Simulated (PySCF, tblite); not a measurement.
# C₃H₄F₂Si: circular dichroism and optical rotation, excited states

Aim: compute the circular dichroism and optical rotation, excited states of C₃H₄F₂Si (`FC=C=C(F)[SiH3]`).

Programs: tblite 0.8.0 and PySCF 2.14.0, with routines of our own; each step states its level. All values are computed. Atoms count from 0.

### 1 The starting structure

10 atoms, charge 0, multiplicity 1; geometry from: force field or distance geometry start.

### 2 Relaxing the molecule with GFN2-xTB

What the job is given:

```
{"job": {"kind": "relax", "xc": "GFN2-xTB", "basis": "xTB"}, "charge": 0, "multiplicity": 1}
F      2.433200     1.243000    -0.752600
C      2.087700     0.515800     0.315000
C      0.913000     0.020500     0.482300
C     -0.287200    -0.461100     0.633300
F     -0.554000    -1.199700     1.754700
Si    -1.592100    -0.188900    -0.596700
H      2.924400     0.398300     1.001900
H     -1.861800     1.267400    -0.756300
H     -2.852100    -0.850600    -0.188800
H     -1.202200    -0.740000    -1.915300
```

Started as:

```console
$ OMP_NUM_THREADS=1 python excited_run.py task.json out
```

This one command runs all jobs of the session in turn.

The log of the run:

```text
step      E/eV     max force
  0    -530.01802    2.630
  1    -530.15239    1.028
  2    -530.23789    1.560
  3    -530.28529    2.728
  4    -530.46308    1.695
  5    -530.65187    1.514
  6    -531.08030    1.293
  7    -531.33413    1.359
  8    -531.48755    1.433
  9    -531.85413    1.448
 10    -531.97258    1.422
 11    -532.11872    1.044
 12    -532.17777    0.832
 13    -532.25125    1.017
 14    -532.31471    0.875
 15    -532.36202    0.496
 16    -532.38991    0.458
 17    -532.41957    0.538
 18    -532.44816    0.633
 19    -532.47163    0.508
 20    -532.49319    0.425
 21    -532.50942    0.464
 22    -532.52718    0.458
 23    -532.53823    0.256
 24    -532.54363    0.252
 25    -532.54848    0.198
 26    -532.55475    0.265
 27    -532.56117    0.315
 28    -532.57056    0.337
 29    -532.57833    0.264
 30    -532.58245    0.165
 31    -532.58451    0.141
 32    -532.58654    0.125
 33    -532.58860    0.165
 34    -532.59050    0.172
 35    -532.59191    0.106
 36    -532.59286    0.090
 37    -532.59360    0.077
 38    -532.59424    0.076
 39    -532.59480    0.070
 40    -532.59537    0.077
 41    -532.59599    0.076
 42    -532.59654    0.067
 43    -532.59692    0.062
 44    -532.59719    0.053
 45    -532.59745    0.048
 46    -532.59770    0.032
 47    -532.59784    0.024
 48    -532.59789    0.017
 49    -532.59793    0.017
 50    -532.59796    0.019
 51    -532.59801    0.019
 52    -532.59805    0.015
 53    -532.59808    0.018
 54    -532.59812    0.021
 55    -532.59818    0.031
 56    -532.59827    0.037
 57    -532.59837    0.029
 58    -532.59848    0.036
 59    -532.59859    0.037
 60    -532.59877    0.051
 61    -532.59909    0.080
 62    -532.59955    0.092
 63    -532.60001    0.069
 64    -532.60032    0.037
 65    -532.60047    0.034
 66    -532.60060    0.037
 67    -532.60082    0.041
 68    -532.60111    0.034
 69    -532.60130    0.024
 70    -532.60140    0.023
 71    -532.60147    0.026
 72    -532.60155    0.026
 73    -532.60167    0.026
 74    -532.60202    0.028
 75    -532.60261    0.047
 76    -532.60403    0.105
 77    -532.60528    0.145
 78    -532.60733    0.127
 79    -532.60993    0.105
 80    -532.61015    0.175
 81    -532.60842    0.286
 82    -532.61230    0.076
 83    -532.61305    0.045
 84    -532.60924    0.288
 85    -532.61375    0.037
 86    -532.61419    0.035
 87    -532.61153    0.243
 88    -532.61479    0.033
 89    -532.61510    0.031
 90    -532.61528    0.092
 91    -532.61561    0.031
 92    -532.61572    0.023
 93    -532.61587    0.031
 94    -532.61593    0.023
 95    -532.61595    0.024
 96    -532.61604    0.024
 97    -532.61611    0.024
 98    -532.61619    0.017
 99    -532.61623    0.012
100    -532.61624    0.006
```

Wall time 0.45 s (1 thread of Arm Neoverse V1, shared host).

The steps of the relaxation: (not every step is listed)

```csv
step,energy from step 0 (eV),largest force (eV/Å)
0,0.0000,2.6302
1,-0.1344,1.0283
2,-0.2199,1.5601
3,-0.2673,2.7283
4,-0.4451,1.6952
5,-0.6339,1.5142
6,-1.0623,1.2927
7,-1.3161,1.3594
8,-1.4695,1.4332
16,-2.3719,0.4576
24,-2.5256,0.2519
32,-2.5685,0.1253
40,-2.5774,0.0771
48,-2.5799,0.0171
56,-2.5802,0.0371
64,-2.5823,0.0369
72,-2.5835,0.0257
80,-2.5921,0.1747
88,-2.5968,0.0328
95,-2.5979,0.0237
96,-2.5980,0.0240
97,-2.5981,0.0240
98,-2.5982,0.0170
99,-2.5982,0.0117
100,-2.5982,0.0057
```

Close pairs (by a distance rule), those that changed most:

```csv
bond,before (Å),after (Å),change (Å)
C3–Si5,1.814,1.907,+0.093
Si5–H7,1.490,1.459,-0.030
Si5–H9,1.481,1.462,-0.020
Si5–H8,1.480,1.463,-0.018
C1–C2,1.286,1.298,+0.012
F0–C1,1.337,1.349,+0.012
C3–F4,1.369,1.358,-0.011
C1–H6,1.089,1.082,-0.007
```

The final coordinates are the input of the step that follows.

### 3 Harmonic vibrations with GFN2-xTB

What the job is given:

```
{"job": {"kind": "ir", "xc": "GFN2-xTB", "basis": "xTB"}, "charge": 0, "multiplicity": 1}
F      3.005572     0.664933    -0.471207
C      2.052437     0.668818     0.483543
C      0.985018    -0.066048     0.412739
C     -0.132650    -0.713824     0.283377
F     -0.263940    -1.965897     0.793670
Si    -1.718156    -0.081056    -0.566783
H      2.292555     1.348400     1.290198
H     -1.422322     1.263159    -1.051248
H     -2.769567    -0.095176     0.449712
H     -2.020064    -1.018654    -1.646530
```

The log of the run:

```text
mode    cm-1     km/mol
  1      69.6      0.13
  2      87.3      0.62
  3     134.7      1.48
  4     204.1      4.80
  5     245.4      0.79
  6     366.6      6.55
  7     456.5     34.37
  8     500.2     17.19
  9     552.3     44.84
 10     556.2     52.20
 11     654.2     12.90
 12     746.7    159.55
 13     753.8     55.54
 14     768.8    202.68
 15     775.3    366.28
 16    1014.9    138.32
 17    1052.7    254.16
 18    1190.0     10.38
 19    1389.1     82.76
 20    2045.4     29.77
 21    2283.6    279.72
 22    2292.3    190.65
 23    2314.7    297.13
 24    3045.1      9.42
```

Wall time 0.21 s (1 thread of Arm Neoverse V1, shared host).

The strongest bands and the atoms that carry them (share of the mass-weighted mode):

```csv
cm⁻¹,km/mol,atoms
747,159.6,"H7 55 %, H9 18 %, H8 14 %"
769,202.7,"H8 34 %, H9 33 %, H7 24 %"
775,366.3,"H8 41 %, H9 41 %, H7 11 %"
1015,138.3,"C1 45 %, F0 33 %, C3 14 %"
1053,254.2,"C3 66 %, F4 25 %"
2284,279.7,H8 94 %
2292,190.7,H9 93 %
2315,297.1,H7 94 %
```

### 4 Circular dichroism and optical rotation: TDDFT CAM-B3LYP/def2-SVPD

Settings changed since step 3:

```diff
@@ -1,2 +1,2 @@
-{"job": {"kind": "ir", "xc": "GFN2-xTB", "basis": "xTB"}, "charge": 0, "multiplicity": 1}
+{"job": {"kind": "ecd", "xc": "CAM-B3LYP", "basis": "def2-SVPD", "nstates": 16}, "charge": 0, "multiplicity": 1}
 F      3.005572     0.664933    -0.471207
```

Level: TDDFT CAM-B3LYP/def2-SVPD circular dichroism and optical rotation, one conformer, gas phase.

The log of the run:

```text
coarse grid: 9536 points
cycle   1  E = -605.2361055693  dE =  7.277e-01  |g| = 5.945e-01  |ddm| = 6.967e+00
cycle   2  E = -605.2198244284  dE =  1.628e-02  |g| = 7.327e-01  |ddm| = 1.339e+00
cycle   3  E = -605.3078140807  dE = -8.799e-02  |g| = 5.803e-02  |ddm| = 7.094e-01
cycle   4  E = -605.3082702636  dE = -4.562e-04  |g| = 3.352e-02  |ddm| = 1.607e-01
cycle   5  E = -605.3085175962  dE = -2.473e-04  |g| = 1.060e-02  |ddm| = 5.710e-02
cycle   6  E = -605.3085443590  dE = -2.676e-05  |g| = 1.292e-03  |ddm| = 2.114e-02
cycle   7  E = -605.3085449846  dE = -6.256e-07  |g| = 6.993e-04  |ddm| = 4.047e-03
final grid: 90248 points
cycle   8  E = -605.3930273026  dE = -1.654e-05  |g| = 3.584e-03  |ddm| = 9.447e-02
cycle   9  E = -605.3930259798  dE =  1.323e-06  |g| = 4.726e-03  |ddm| = 9.712e-03
cycle  10  E = -605.3930295148  dE = -3.535e-06  |g| = 2.101e-04  |ddm| = 3.287e-03
cycle  11  E = -605.3930295201  dE = -5.361e-09  |g| = 1.524e-04  |ddm| = 9.912e-04
cycle  12  E = -605.3930295257  dE = -5.520e-09  |g| = 2.655e-05  |ddm| = 2.566e-04
cycle  13  E = -605.3930295258  dE = -1.901e-10  |g| = 5.645e-06  |ddm| = 5.782e-05
converged SCF energy = -605.3930295258

Singlet excitations and rotatory strengths (1e-40 esu^2 cm^2)
state   eV       nm     f(len)   f(vel)    R(len)    R(vel)   main configurations
  1   5.3713   230.8  0.00178  0.00193    -1.573    -1.317   H->L 0.92
  2   5.6863   218.0  0.00177  0.00123    -4.208    -2.699   H-1->L+1 0.87
  3   6.5505   189.3  0.00417  0.00463     0.398     0.430   H-1->L 0.48, H->L+1 0.44
  4   7.2830   170.2  0.71389  0.70519     2.665     2.846   H->L+1 0.41, H-1->L 0.32, H->L+2 0.14
  5   7.6229   162.6  0.00531  0.00817    -3.703    -2.195   H-1->L+2 0.61, H-1->L+3 0.23
  6   7.7198   160.6  0.51820  0.51489   -20.417   -19.341   H->L+2 0.50, H-1->L 0.10, H-2->L 0.10
  7   7.7614   159.7  0.08881  0.08942   -10.351   -12.885   H-2->L 0.65, H-4->L 0.09
  8   8.2998   149.4  0.00359  0.00401    -1.563    -1.086   H-2->L+1 0.44, H-1->L+3 0.17
  9   8.3174   149.1  0.00185  0.00173     7.768     7.705   H-1->L+3 0.40, H-2->L+1 0.25, H-1->L+2 0.12
 10   8.5010   145.8  0.02407  0.02911     2.075     2.050   H->L+3 0.41, H->L+4 0.28
 11   8.5708   144.7  0.00965  0.00862    -7.161    -7.129   H->L+4 0.40, H->L+3 0.25, H->L+2 0.20
 12   8.6263   143.7  0.00506  0.00583     3.455     2.839   H-1->L+5 0.42, H->L+5 0.18, H-1->L+4 0.17
 13   8.7268   142.1  0.00285  0.00342    -4.539    -4.677   H->L+6 0.38, H->L+5 0.26, H-1->L+5 0.10
 14   8.8679   139.8  0.00269  0.00236    -6.489    -6.203   H-1->L+6 0.39, H->L+5 0.23, H->L+6 0.09
 15   8.8980   139.3  0.00699  0.00794   -14.772   -15.126   H-1->L+4 0.35, H-4->L 0.23, H-1->L+5 0.17
 16   8.9389   138.7  0.06816  0.06436     4.988     4.896   H-1->L+6 0.36, H->L+6 0.22, H->L+5 0.17

Specific rotation (deg / (dm g/mL))
    nm     length   length(OI)   velocity    alpha(len)  alpha(vel)
  633.0     -90.10     -87.06     -70.66       70.897     71.410
  589.3    -106.58    -103.07     -83.60       71.286     71.801
  546.0    -128.11    -123.99    -100.51       71.776     72.294
  436.0    -229.31    -222.74    -180.03       73.854     74.385
  405.0    -282.68    -275.01    -221.95       74.828     75.365
  365.0    -388.63    -379.01    -305.05       76.567     77.113
  355.0    -425.61    -415.37    -334.02       77.122     77.672
```

It took 52 s on 1 thread of Arm Neoverse V1, shared host; peak memory 0.82 GiB.

### 5 Excited states: TDA PBE0/def2-SVP

Settings changed since step 4:

```diff
@@ -1,2 +1,2 @@
-{"job": {"kind": "ecd", "xc": "CAM-B3LYP", "basis": "def2-SVPD", "nstates": 16}, "charge": 0, "multiplicity": 1}
+{"job": {"kind": "states", "xc": "PBE0", "basis": "def2-SVP", "tda": true, "soc": true, "nstates": 8, "ntriplets": 6, "nquad": 4}, "charge": 0, "multiplicity": 1}
 F      3.005572     0.664933    -0.471207
```

Method: TDA PBE0/def2-SVP excited states, vertical, gas phase, spin-orbit mean-field couplings.

The log of the run:

```text
coarse grid: 9536 points
cycle   1  E = -604.8746759363  dE =  6.742e-01  |g| = 6.016e-01  |ddm| = 3.410e+00
cycle   2  E = -604.8142167845  dE =  6.046e-02  |g| = 8.514e-01  |ddm| = 1.400e+00
cycle   3  E = -604.9403102927  dE = -1.261e-01  |g| = 4.791e-02  |ddm| = 8.617e-01
cycle   4  E = -604.9406472539  dE = -3.370e-04  |g| = 2.657e-02  |ddm| = 6.767e-02
cycle   5  E = -604.9408049403  dE = -1.577e-04  |g| = 9.926e-03  |ddm| = 3.339e-02
cycle   6  E = -604.9408266467  dE = -2.171e-05  |g| = 2.089e-03  |ddm| = 9.761e-03
cycle   7  E = -604.9408275679  dE = -9.212e-07  |g| = 6.884e-04  |ddm| = 2.537e-03
final grid: 90248 points
cycle   8  E = -605.0196425728  dE = -1.373e-05  |g| = 5.718e-03  |ddm| = 1.904e-02
cycle   9  E = -605.0196355654  dE =  7.007e-06  |g| = 8.573e-03  |ddm| = 1.213e-02
cycle  10  E = -605.0196494956  dE = -1.393e-05  |g| = 7.196e-04  |ddm| = 7.385e-03
cycle  11  E = -605.0196496076  dE = -1.120e-07  |g| = 2.065e-04  |ddm| = 8.734e-04
cycle  12  E = -605.0196496172  dE = -9.592e-09  |g| = 8.223e-05  |ddm| = 2.629e-04
cycle  13  E = -605.0196496189  dE = -1.749e-09  |g| = 1.550e-05  |ddm| = 9.175e-05
cycle  14  E = -605.0196496190  dE = -4.229e-11  |g| = 9.449e-06  |ddm| = 2.255e-05
converged SCF energy = -605.0196496190

Singlet excitations
state   eV       nm        f     d(h-e)  d(exc)  Lambda  PR(NTO)  |dmu|/D   mu/D   main configurations
  1   5.3490   231.8   0.00362   0.882   2.607   0.601   1.081    2.048    2.205   H->L 0.91
  2   5.7277   216.5   0.00206   0.650   2.566   0.559   1.076    1.264    2.255   H-1->L+1 0.90
  3   6.7711   183.1   0.00081   0.186   2.913   0.775   2.040    0.558    1.499   H->L+1 0.43, H-1->L 0.39
  4   7.4680   166.0   0.04061   0.647   3.015   0.459   1.885    2.144    1.402   H-2->L 0.60, H-1->L+2 0.24, H->L+2 0.08
  5   7.5759   163.7   0.30875   2.385   3.805   0.495   1.551                     H->L+2 0.66, H-1->L 0.12, H-2->L 0.10
  6   7.6911   161.2   0.01150   1.684   3.329   0.387   1.654                     H-1->L+2 0.72, H-2->L 0.25
  7   8.0757   153.5   0.11320   1.048   3.082   0.549   1.281                     H-2->L+1 0.81
  8   8.1600   151.9   0.94146   1.265   3.313   0.614   2.299                     H-1->L 0.23, H->L+1 0.22, H->L+2 0.19

Triplet excitations (Tamm-Dancoff)
state   eV     d(h-e)  d(exc)  Lambda  PR(NTO)   main configurations
  1   4.1949   0.083   2.229   0.794   1.722   H-1->L 0.61, H->L+1 0.25
  2   4.3638   0.097   2.276   0.805   1.749   H->L+1 0.62, H-1->L 0.31
  3   4.8532   0.822   2.582   0.605   1.025   H->L 0.91
  4   5.2904   0.711   2.517   0.553   1.028   H-1->L+1 0.94
  5   6.9496   0.867   2.597   0.490   1.038   H-2->L 0.91
  6   7.3197   1.063   3.361   0.476   1.777   H->L+2 0.45, H-2->L+1 0.44
S1 - T1 = 1.1541 eV

Spin-orbit couplings |<S|Hso|T>| (cm-1)
             T1       T2       T3       T4       T5       T6
S0        1.083    1.963   14.302   12.067   32.929   34.393
S1       16.787    4.832    1.611    0.362    7.538    3.014
S2       11.594    1.909    0.255    1.341    4.126   24.314
S3        1.175    2.138   14.389   21.751   25.826    6.991
S4       15.890   11.439    6.499    1.018    3.600    9.637
S5        8.720    5.037    8.890    2.078   15.487    3.571
S6       18.222   13.165    4.471    2.036    2.945    7.178
S7        3.343    4.527    6.099   30.277   12.913    2.954
S8        2.199    0.692    2.363    3.303   23.735    2.509
T1 sublevels (cm-1): 0.000 0.037 0.039   radiative rates (1/s): 14.6 0.609 2.25
```

It took 10 s on 1 thread of Arm Neoverse V1, shared host; peak memory 0.52 GiB.

From this job:

```csv
quantity,value
S1 less T1,1.15 eV
```

### 6 Summary of results

```
                                                                                       quantity                                                          value
                                                      strongest single infrared mode (GFN2-xTB)                                           775 cm⁻¹, 366 km/mol
                                                                   zero-point energy (GFN2-xTB)                                                  33.6 kcal/mol
state of largest rotatory strength (velocity form) among 16 (step 4, TDDFT CAM-B3LYP/def2-SVPD)  7.72 eV, R = -19.3 (velocity), -20.4 (length) ·10⁻⁴⁰ esu² cm²
                              specific rotation at 633.0 nm (step 4, TDDFT CAM-B3LYP/def2-SVPD)                               -70.7 (velocity), -90.1 (length)
                                                         S1 less T1 (step 5, TDA PBE0/def2-SVP)                                                        1.15 eV
```

In words: All 24 modes are real, so the xTB geometry is a minimum. The strongest single mode, at 775 cm⁻¹, moves mainly H8 and H9. Unscaled tight-binding wavenumbers are off by several per cent, some by more. Its intensities can rank the bands wrongly. Rotations belong to one conformer and to the handedness of the start. The length form depends on the origin in a finite basis. In step 5, the number of triplets below S1 is 4, and the largest singlet-triplet spin-orbit coupling is S0–T6, 34.39 cm⁻¹.
